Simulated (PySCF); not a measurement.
# C₂H₆O₃Si: magnetic properties

Computed with PySCF 2.14.0 and routines of our own; the level stands in each step. Atoms count from 0.

## (1) The starting structure

12 atoms, charge 0, multiplicity 1; geometry from: GFN2-xTB.

## (2) Magnetic properties: GIAO B97-2/pcSseg-1

Job settings and geometry (Å):

```
{"job": {"kind": "mag", "xc": "B97-2", "basis": "pcSseg-1", "isotopologues": 2}, "charge": 0, "multiplicity": 1}
O     -2.063830     0.244476     1.288888
C     -1.753956     0.745868     0.254261
O     -1.004092     0.206932    -0.704316
C     -0.430958    -1.066944    -0.444776
O      0.811779    -0.974096     0.111653
Si     1.788875     0.335606     0.161934
H     -2.065253     1.750741    -0.076729
H     -0.371655    -1.565064    -1.421728
H     -1.087686    -1.629371     0.233904
H      2.929108    -0.306863     0.790083
H      1.201619     1.410099     0.965795
H      2.047247     0.847931    -1.184997
```

With the program's defaults for keys left out, this is: GIAO B97-2/pcSseg-1 magnetisability, rotational g tensor and spin-rotation constants, non-relativistic, gas phase.

Command:

```console
$ OMP_NUM_THREADS=1 python excited_run.py task.json out
```

One launch serves the whole session: the jobs run in the order shown.

Q: Estimate the wall time and peak memory of this first job on 1 thread of Arm Neoverse N1, shared host.

About 25 s, with a peak of 0.69 GiB.
